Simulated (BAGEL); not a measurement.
# CH3GeO2 (SMILES O=C[O][GeH2]): UHF/6-31G(d) (density fitting with qzvpp-jkfit, spherical functions)

What is the vertical ionisation energy of CH3GeO2 at UHF/6-31G* (density fitting with qzvpp-jkfit, spherical functions)? 

The calculation is run with BAGEL 1.2.2.

5 further runs of the same task are left out: 2 that didn't finish, 3 set aside as unsound or not needed. Runs told in other sessions of the task aren't counted.

## (1) Starting point

CH3GeO2 has 7 atoms, charge 0, and is taken as a doublet. As SMILES, `O=C[O][GeH2]`. Geometry: a GFN2-xTB relaxation, a rough one for these elements and not checked as a minimum.

Bond lengths: O1–C2 1.217 Å, C2–O3 1.273 Å, O3–Ge4 1.971 Å, C2–H5 1.102 Å, Ge4–H6 1.617 Å, Ge4–H7 1.588 Å. Angles: O1–C2–O3 122.7°, C2–O3–Ge4 101.0°, O1–C2–H5 121.4°, O3–C2–H5 115.9°, O3–Ge4–H6 92.2°, O3–Ge4–H7 96.2°, H6–Ge4–H7 104.4°. A long bond or contact: O1–Ge4 2.481 Å.

## (2) The energy at UHF/6-31G(d) (density fitting with qzvpp-jkfit, spherical functions)

The input, job.json:

```json
{ "bagel" : [

{
  "title" : "molecule",
  "basis" : "6-31gs.json",
  "df_basis" : "qzvpp-jkfit",
  "angstrom" : "true",
  "geometry" : [
    { "atom" : "O", "xyz" : [       0.043680,      -1.406260,       0.788880 ] },
    { "atom" : "C", "xyz" : [       0.947420,      -0.632270,       0.532390 ] },
    { "atom" : "O", "xyz" : [       0.740360,       0.541160,       0.084610 ] },
    { "atom" : "Ge", "xyz" : [      -1.221600,       0.533590,      -0.099360 ] },
    { "atom" : "H", "xyz" : [       2.003380,      -0.911830,       0.681540 ] },
    { "atom" : "H", "xyz" : [      -1.254250,       2.100950,      -0.494270 ] },
    { "atom" : "H", "xyz" : [      -1.258990,      -0.225330,      -1.493790 ] }
  ]
},

{ "title" : "uhf", "nopen" : 1 },

{ "title" : "print", "file" : "orbitals.molden", "orbitals" : "true" }

]}
```

The basis set 6-31G* is read from a file made from the Basis Set Exchange's data (not shown).

On the command line:

```sh
BAGEL_NUM_THREADS=1 BAGEL job.json > job.out
```

Standard output:

```text
* using 1 threads per process

  ===============================================================
  ===============================================================

  *** Geometry ***

  { "atom" : "O", "xyz" : [      0.082543,     -2.657446,      1.490767 ] },
  { "atom" : "C", "xyz" : [      1.790364,     -1.194817,      1.006071 ] },
  { "atom" : "O", "xyz" : [      1.399078,      1.022644,      0.159890 ] },
  { "atom" : "Ge", "xyz" : [     -2.308489,      1.008339,     -0.187763 ] },
  { "atom" : "H", "xyz" : [      3.785840,     -1.723109,      1.287924 ] },
  { "atom" : "H", "xyz" : [     -2.370189,      3.970220,     -0.934035 ] },
  { "atom" : "H", "xyz" : [     -2.379146,     -0.425812,     -2.822854 ] },

  Number of auxiliary basis functions:      549

  Since a DF basis is specified, we compute 2- and 3-index integrals:
    o Being stored without compression. Storage requirement is 0.028 GB

  Number of basis functions:       80
  Number of electrons      :       57

    * METHOD: MOLECULE                             0.56

  *** Open-shell HF ***

  === Nuclear Repulsion ===
   260.6734581710

      * DIIS with orbital gradients will be used.

  === UHF iteration (6-31gs.json) ===
      0      -2264.14714786          0.04263326           0.28
      1      -2264.29348474          0.03026944           0.27
      2      -2264.34647199          0.02016498           0.27
      3      -2264.38770897          0.00109636           0.27
      4      -2264.38820599          0.00059065           0.27
      5      -2264.38829885          0.00021301           0.27
      6      -2264.38832571          0.00008109           0.27
      7      -2264.38833191          0.00003938           0.27
      8      -2264.38833411          0.00001121           0.27
      9      -2264.38833467          0.00000631           0.27
     10      -2264.38833488          0.00000397           0.27
     11      -2264.38833501          0.00000249           0.27
     12      -2264.38833506          0.00000161           0.27
     13      -2264.38833508          0.00000052           0.27
     14      -2264.38833508          0.00000023           0.27
     15      -2264.38833508          0.00000017           0.27
     16      -2264.38833509          0.00000011           0.27
     17      -2264.38833509          0.00000007           0.27
     18      -2264.38833509          0.00000005           0.27
     19      -2264.38833509          0.00000003           0.27
     20      -2264.38833509          0.00000002           0.27
     21      -2264.38833509          0.00000001           0.27
     22      -2264.38833509          0.00000001           0.27
    * SCF iteration converged.

    * S^2 (UHF) is 0.7565

    * Permanent dipole moment:
           (    0.221854,    -0.326151,     0.039293) a.u.

    * METHOD: UHF                                  6.69

    * METHOD: PRINT                                0.02

  ===============================================================
```

It took 7.5 s on 1 thread of Arm Neoverse N1, shared host; peak memory 0.13 GiB.

## (3) The singlet cation

The input, input.json:

```json
{ "bagel" : [

{
  "title" : "molecule",
  "basis" : "6-31gs.json",
  "df_basis" : "qzvpp-jkfit",
  "angstrom" : true,
  "geometry" : [
    { "atom" : "O", "xyz" : [    0.043680,   -1.406260,    0.788880 ] },
    { "atom" : "C", "xyz" : [    0.947420,   -0.632270,    0.532390 ] },
    { "atom" : "O", "xyz" : [    0.740360,    0.541160,    0.084610 ] },
    { "atom" : "Ge", "xyz" : [   -1.221600,    0.533590,   -0.099360 ] },
    { "atom" : "H", "xyz" : [    2.003380,   -0.911830,    0.681540 ] },
    { "atom" : "H", "xyz" : [   -1.254250,    2.100950,   -0.494270 ] },
    { "atom" : "H", "xyz" : [   -1.258990,   -0.225330,   -1.493790 ] }
  ]
},
{
  "title" : "hf",
  "charge" : 1
},
{
  "title" : "print",
  "file" : "orbitals.molden",
  "orbitals" : true
}

]}
```

The basis set 6-31G* is read from a file made from the Basis Set Exchange's data (not shown).

On the command line:

```sh
BAGEL_NUM_THREADS=1 BAGEL input.json > input.out
```

Standard output:

```text
* using 1 threads per process

  ===============================================================
  ===============================================================

  *** Geometry ***

  { "atom" : "O", "xyz" : [      0.082543,     -2.657446,      1.490767 ] },
  { "atom" : "C", "xyz" : [      1.790364,     -1.194817,      1.006071 ] },
  { "atom" : "O", "xyz" : [      1.399078,      1.022644,      0.159890 ] },
  { "atom" : "Ge", "xyz" : [     -2.308489,      1.008339,     -0.187763 ] },
  { "atom" : "H", "xyz" : [      3.785840,     -1.723109,      1.287924 ] },
  { "atom" : "H", "xyz" : [     -2.370189,      3.970220,     -0.934035 ] },
  { "atom" : "H", "xyz" : [     -2.379146,     -0.425812,     -2.822854 ] },

  Number of auxiliary basis functions:      549

  Since a DF basis is specified, we compute 2- and 3-index integrals:
    o Being stored without compression. Storage requirement is 0.028 GB

  Number of basis functions:       80
  Number of electrons      :       57

    * METHOD: MOLECULE                             0.56

  *** RHF ***

  === Nuclear Repulsion ===
   260.6734581710

      * DIIS with orbital gradients will be used.

  === RHF iteration (6-31gs.json) ===
      0      -2263.78833908          0.02185637           0.14
      1      -2263.93831224          0.01627637           0.13
      2      -2264.04472099          0.00158912           0.13
      3      -2264.04613947          0.00100137           0.13
      4      -2264.04660750          0.00020092           0.13
      5      -2264.04664740          0.00007702           0.13
      6      -2264.04665679          0.00003966           0.13
      7      -2264.04665996          0.00001634           0.13
      8      -2264.04666046          0.00000867           0.13
      9      -2264.04666058          0.00000484           0.13
     10      -2264.04666063          0.00000314           0.13
     11      -2264.04666064          0.00000152           0.13
     12      -2264.04666064          0.00000077           0.13
     13      -2264.04666064          0.00000037           0.13
     14      -2264.04666064          0.00000020           0.13
     15      -2264.04666065          0.00000012           0.13
     16      -2264.04666065          0.00000007           0.13
     17      -2264.04666065          0.00000004           0.13
     18      -2264.04666065          0.00000002           0.13
     19      -2264.04666065          0.00000001           0.13
     20      -2264.04666065          0.00000001           0.13
    * SCF iteration converged.

    * Permanent dipole moment:
           (    1.077916,    -0.801430,     0.133904) a.u.

    * METHOD: HF                                   3.22

    * METHOD: PRINT                                0.02

  ===============================================================
```

It took 4.2 s on 1 thread of Arm Neoverse N1, shared host; peak memory 0.13 GiB.

## (4) What came out

Level: UHF/6-31G* (density fitting with qzvpp-jkfit, spherical functions).

```
                                          quantity           value
                     doublet CH3GeO2: total energy  -2264.38834 Eh
                    doublet CH3GeO2: dipole moment          1.01 D
                             doublet CH3GeO2: ⟨S²⟩           0.756
                      singlet cation: total energy  -2264.04666 Eh
                       singlet cation: HOMO energy       -18.09 eV
                       singlet cation: LUMO energy        -8.42 eV
                     singlet cation: HOMO–LUMO gap         9.68 eV
vertical ionisation energy (to the singlet cation)        9.297 eV
```

In words: The vertical ionisation energy comes to 9.30 eV (214 kcal/mol).
